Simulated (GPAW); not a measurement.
# Al3Pt2 (P-3m1) in GPAW: further runs, part 2 of 2

GPAW 26.7.0.

### Step 3. Band structure, PBEsol, spin-orbit coupling, no magnetisation

Contents of run.py:

```python
import numpy as np
from ase import Atoms
from ase.dft.bandgap import bandgap
from ase.io import write
from ase.units import GPa
from gpaw import GPAW, PW, setup_paths
from gpaw.spinorbit import soc_eigenstates

setup_paths.insert(0, '.')

atoms = Atoms(['Pt', 'Pt', 'Al', 'Al', 'Al'],
              cell=[[4.2071400339, 0.0, 0.0],
                    [-2.103570017, 3.6434901467, 0.0],
                    [0.0, 0.0, 5.18896172]],
              scaled_positions=[[0.6666666667, 0.3333333333, 0.8338745],
                                [0.3333333333, 0.6666666667, 0.1661255],
                                [0.6666666667, 0.3333333333, 0.35316977],
                                [0.3333333333, 0.6666666667, 0.64683023],
                                [0.0, 0.0, 0.0]],
              pbc=True)

calc = GPAW(mode=PW(600),
            xc='PBEsol',
            kpts={'size': (7, 7, 5), 'gamma': True},
            occupations={'name': 'fermi-dirac', 'width': 0.05},
            nbands=38,
            convergence={'density': 1e-05, 'energy': 1e-05},
            maxiter=150,
            txt='gpaw.txt')
atoms.calc = calc
energy = atoms.get_potential_energy()
forces = atoms.get_forces()
stress = atoms.get_stress()
calc.write('gs.gpw')
write('result.traj', atoms)
print(f'Energy: {energy:.6f} eV')
print('Forces (eV/A):')
print(forces.round(4))
print('Stress (GPa):', (stress / GPa).round(3))
print('Fermi level:', round(calc.get_fermi_level(), 4), 'eV')
print(f'Gap: {bandgap(calc)[0]:.4f} eV, direct: {bandgap(calc, direct=True)[0]:.4f} eV')

path = atoms.cell.bandpath('GMKGALHA,LM,KH', npoints=80, eps=1e-4)
bs_calc = calc.fixed_density(kpts=path, symmetry='off', nbands=56,
                             convergence={'bands': 'CBM+6.0', 'eigenstates': 1e-6}, txt='bands.txt')
bs = bs_calc.band_structure()
bs.write('bs.json')
print(f'Gap on the path: {bandgap(bs_calc)[0]:.4f} eV')

soc = soc_eigenstates(bs_calc, theta=0, phi=0)
np.savetxt('soc_bands.dat', soc.eigenvalues(), fmt='%.4f')
mesh = soc_eigenstates('gs.gpw', theta=0, phi=0)
np.savetxt('soc_mesh.dat', mesh.eigenvalues(), fmt='%.4f')
print('Fermi level with spin-orbit coupling:', round(mesh.fermi_level, 4), 'eV')
```

Potentials or basis: PAW data sets generated in the run's folder for this functional, pw.

The run is started by

```sh
$ gpaw-setup -f PBEsol Al Pt
$ OMP_NUM_THREADS=1 python run.py
```

gpaw.txt:

```text
__  _  _
 | _ |_)|_||  |
 |__||  | ||/\| - 26.7.0

Input parameters:
  mode=PW(ecut=600.0),
  convergence={'density': 1e-05, 'energy': 1e-05},
  kpts=MonkhorstPack(size=(7, 7, 5), gamma=True),
  maxiter=150,
  nbands=38,
  occupations=Occupations(name='fermi-dirac', width=0.05),
  xc=XC(name='PBEsol')

Diagonalizing LCAO Hamiltonian
Converting LCAO to pw mode

             Pt
         Al

             Al
         Pt

       Al

Atoms  # Å, Bohr magnetons
|   | symbol |         x |        y |        z |    initial magnetic moments |
|---|--------|-----------|----------|----------|-----------------------------|
| 0 |     Pt |  2.103570 | 1.214497 | 4.326943 | ( 0.0000,  0.0000,  0.0000) |
| 1 |     Pt | -0.000000 | 2.428993 | 0.862019 | ( 0.0000,  0.0000,  0.0000) |
| 2 |     Al |  2.103570 | 1.214497 | 1.832584 | ( 0.0000,  0.0000,  0.0000) |
| 3 |     Al | -0.000000 | 2.428993 | 3.356377 | ( 0.0000,  0.0000,  0.0000) |
| 4 |     Al |  0.000000 | 0.000000 | 0.000000 | ( 0.0000,  0.0000,  0.0000) |

Unit cell  # Å
| periodic |         x |        y |        z |  lengths |     angles |
|----------|-----------|----------|----------|----------|------------|
|      yes |  4.207140 | 0.000000 | 0.000000 | 4.207140 |  90.000000 |
|      yes | -2.103570 | 3.643490 | 0.000000 | 4.207140 |  90.000000 |
|      yes |  0.000000 | 0.000000 | 5.188962 | 5.188962 | 120.000000 |

Number of symmetries: 12
Symmetry operations  # r_c * U_cc + t_c -> r_c
|    | kind |            matrix            |
|----|------|------------------------------|
|  0 |  σ   |  1, 1, 0,  0,-1, 0,  0, 0, 1 |
|  1 |  S6  |  1, 1, 0, -1, 0, 0,  0, 0,-1 |
|  2 |  E   |  1, 0, 0,  0, 1, 0,  0, 0, 1 |
|  3 |  C2  |  1, 0, 0, -1,-1, 0,  0, 0,-1 |
|  4 |  C2  |  0, 1, 0,  1, 0, 0,  0, 0,-1 |
|  5 |  C3  |  0, 1, 0, -1,-1, 0,  0, 0, 1 |
|  6 |  S6  |  0,-1, 0,  1, 1, 0,  0, 0,-1 |
|  7 |  σ   |  0,-1, 0, -1, 0, 0,  0, 0, 1 |
|  8 |  σ   | -1, 0, 0,  1, 1, 0,  0, 0, 1 |
|  9 |  i   | -1, 0, 0,  0,-1, 0,  0, 0,-1 |
| 10 |  C3  | -1,-1, 0,  1, 0, 0,  0, 0, 1 |
| 11 |  C2  | -1,-1, 0,  0, 1, 0,  0, 0,-1 |

BZ-sampling:
  Number of BZ points: 245
  Number of IBZ points: 32

  Monkhorst-Pack size: [7, 7, 5]
  Monkhorst-Pack shift: [0, 0, 0]

K-points  # in reciprocal-cell coordinates
|     |                                coordinates |     weight |
|-----|--------------------------------------------|------------|
|   0 | (  0.00000000,   0.00000000,   0.00000000) | 0.00408163 |
|   1 | (  0.00000000,   0.00000000,   0.20000000) | 0.00816327 |
|   2 | (  0.00000000,   0.00000000,   0.40000000) | 0.00816327 |
|   3 | (  0.14285714,   0.00000000,  -0.40000000) | 0.02448980 |
|   4 | (  0.14285714,   0.00000000,  -0.20000000) | 0.02448980 |
|   5 | (  0.14285714,   0.00000000,   0.00000000) | 0.02448980 |
|   6 | (  0.14285714,   0.00000000,   0.20000000) | 0.02448980 |
|   7 | (  0.14285714,   0.00000000,   0.40000000) | 0.02448980 |
|   8 | (  0.28571429,  -0.14285714,   0.00000000) | 0.02448980 |
|   9 | (  0.28571429,  -0.14285714,   0.20000000) | 0.04897959 |
| ... |                                            |            |
|  31 | (  0.42857143,   0.42857143,   0.40000000) | 0.04897959 |

Plane wave coefficients: 2703
Cutoff: 600.0 eV

Spin-components: 1 (collinear spins)
Bands:           38
Projectors:      27
Spin-degeneracy: 2
Datatype:        complex128

Parallelization:
  kpt:    1
  domain: 1
  band:   1

Density:
  Valence electrons: 41.0
  Components: 1
  Grid points: [24 24 30]
  Charge: 0.0  # |e|

Potential:
  Grid points: [24 24 30]

species:
  Pt:
    name:    Platinum
    Z:       78.0
    valence: 16
    core:    62
    charge:  0.0  # [|e|]
    compensation charges:
      type: gauss
      rc: 0.41  # [Å]
      lmax: 2
    cutoffs:
      filter: 2.26  # [Å]
      core: 2.26  # [Å]
    projectors
    | kind |    occ | energy [eV] | rcut [Å] |
    |------|--------|-------------|----------|
    |   6s |  1.000 |      -5.666 |    1.307 |
    |   5p |  6.000 |     -56.073 |    1.371 |
    |   6p |  0.000 |      -0.783 |    1.371 |
    |   5d |  9.000 |      -6.179 |    1.307 |
    |    s |        |      21.545 |    1.307 |
    |    d |        |      21.032 |    1.307 |

    Using partial waves for Pt as LCAO basis

  Al:
    name:    Aluminium
    Z:       13.0
    valence: 3
    core:    10
    charge:  0.0  # [|e|]
    compensation charges:
      type: gauss
      rc: 0.34  # [Å]
      lmax: 2
    cutoffs:
      filter: 1.91  # [Å]
      core: 2.36  # [Å]
    projectors
    | kind |    occ | energy [eV] | rcut [Å] |
    |------|--------|-------------|----------|
    |   3s |  2.000 |      -7.715 |    1.085 |
    |   3p |  1.000 |      -2.689 |    1.085 |
    |    s |        |      19.497 |    1.085 |
    |    p |        |      24.522 |    1.085 |
    |    d |        |       0.000 |    1.085 |

    Using partial waves for Al as LCAO basis

Reference energy: -1020241.565183  # eV

eigensolver:
  PPCG
  Converge bands: occupied
  niter=2

density mixing:
  MSR1-Mixer
  Pratt-step length: 0.05
  Maximum mixing coefficient: 0.75
  Old densities: 10
  SVD Regularization: 0.005
  Good broyden scale: 1.0
  Trust region scale: 1.0
  Backstep threshold: 4.0
  History deletion threshold: 6.0
  Fourier metric: weight=20.0, sigma=0.015

occupation numbers:
  Fermi-Dirac:
    width: 0.0500  # eV

poisson solver:
  ecut: 4800.0  # eV

xc functional:
  name: PBEsol with 2 nearest neighbor stencil

convergence criteria:
- Maximum integral of absolute [dens]ity change: 1e-05 electrons / valence electron
- Maximum [total energy] change in last 3 cyles: 1e-05 eV / valence electron
- Maximum integral of absolute [eigenst]ate change: 4e-08 eV^2 / valence electron
maximum number of iterations: 150

SCF iterations
|iter     | |      energy | eigst |  dens |
|---------|-|-------------|-------|-------|
|iter:   1| |  -33.524619 | +0.51 |       |
|iter:   2| |  -33.102809 | -1.85 | -0.98 |
|iter:   3| |  -31.766503 | -1.28 | -1.02 |
|iter:   4| |  -31.702592 | -2.43 | -1.69 |
|iter:   5| |  -31.682510 | -3.00 | -1.85 |
|iter:   6| |  -31.682568 | -4.17 | -2.51 |
|iter:   7| |  -31.682986 | -4.38 | -2.85 |
|iter:   8| |  -31.682997 | -6.09 | -3.83 |
|iter:   9| |  -31.682999c| -6.61 | -4.03 |
|iter:  10| |  -31.682999c| -7.56c| -5.00c|

Converged in 10 steps
Energy contributions relative to reference atoms: (reference = -1020241.565183)

Energy contributions:
  Kinetic:           0.133170
  Coulomb:           0.002307
  Zero:             -0.945893
  External:          0.000000
  Xc:              -30.870339
  Entropy:          -0.004488
  Spinorbit:         0.000000
  ----------------------------
  Free energy:     -31.685243
  Extrapolated:    -31.682999

dipole moment: (-3.600808, -6.236782, -8.882259)  # |e|*Ang

Fermi level: 8.925
Eigenvalues  # (at kpt = [0.000, 0.000, 0.000])
| band index |      eig [eV] | occ [0-2] |
|------------|---------------|-----------|
|          0 |       -44.498 |     2.000 |
|        ... |               |           |
|         11 |         3.783 |     2.000 |
|         12 |         3.783 |     2.000 |
|         13 |         4.956 |     2.000 |
|         14 |         4.956 |     2.000 |
|         15 |         6.137 |     2.000 |
|         16 |         6.137 |     2.000 |
[... 8 lines left out ...]
|         25 |        14.520 |     0.000 |
|         26 |        14.520 |     0.000 |
|        ... |               |           |
|         37 |        22.843 |     0.000 |

No gap
No difference between direct/indirect transitions

Forces  # eV/Ang
|        x |        y |        z |
|----------|----------|----------|
| -0.00000 | -0.00000 |  0.09781 |  # Pt   0
|  0.00000 |  0.00000 | -0.09781 |  # Pt   1
|  0.00000 |  0.00000 | -0.00128 |  # Al   2
| -0.00000 | -0.00000 |  0.00128 |  # Al   3
|  0.00000 |  0.00000 |  0.00000 |  # Al   4

Stress tensor  # eV/Ang^3
|         x |         y |         z |
|-----------|-----------|-----------|
| -0.000526 | -0.000000 |  0.000000 |
| -0.000000 | -0.000526 |  0.000000 |
|  0.000000 |  0.000000 | -0.002681 |

# Writing to gs.gpw (mode='')
```

Run time: 2.4 min. Hardware: 1 thread of Arm Neoverse V2, shared host; peak memory 0.61 GiB.

Results:

```yaml
Free_energy: -31.6852 eV
Pressure: 0.2 GPa
Largest_force: 0.098 eV/Å
Band_gap_along_the_path: none (metal or under the smearing width)
```

Forces on the atoms (eV/Å):
```
Pt   0.000  0.000  0.098
Pt   0.000  0.000 -0.098
Al   0.000  0.000 -0.001
Al   0.000  0.000  0.001
Al   0.000  0.000  0.000
```

Stress tensor (GPa, compression positive):
```
0.08 0.00 0.00
0.00 0.08 0.00
0.00 0.00 0.43
```

Levels at the corners of the path, in eV from the Fermi level:
```tsv
point	band 39	band 40	band 41	band 42	band 43	band 44	band 45	band 46
Γ	1.26	1.26	1.72	1.72	3.00	3.00	3.82	3.82
M	-1.92	-1.92	-1.78	-1.78	1.51	1.51	2.32	2.32
K	-1.05	-1.05	-0.88	-0.88	1.07	1.07	2.17	2.17
Γ	1.26	1.26	1.72	1.72	3.00	3.00	3.82	3.82
A	2.08	2.08	2.10	2.10	2.68	2.68	3.18	3.18
L	-1.68	-1.68	-0.34	-0.34	1.99	1.99	2.49	2.49
H	-2.42	-2.42	-2.05	-2.05	0.24	0.24	4.93	4.93
A	2.08	2.08	2.10	2.10	2.68	2.68	3.18	3.18
L	-1.68	-1.68	-0.34	-0.34	1.99	1.99	2.49	2.49
M	-1.92	-1.92	-1.78	-1.78	1.51	1.51	2.32	2.32
K	-1.05	-1.05	-0.88	-0.88	1.07	1.07	2.17	2.17
H	-2.42	-2.42	-2.05	-2.05	0.24	0.24	4.93	4.93
```

Caveat: spin-orbit coupling was added after a scalar SCF, so levels and gaps hold it while energy, forces, pressure and moments don't; this program's spin-orbit splittings come out too wide for heavy elements.
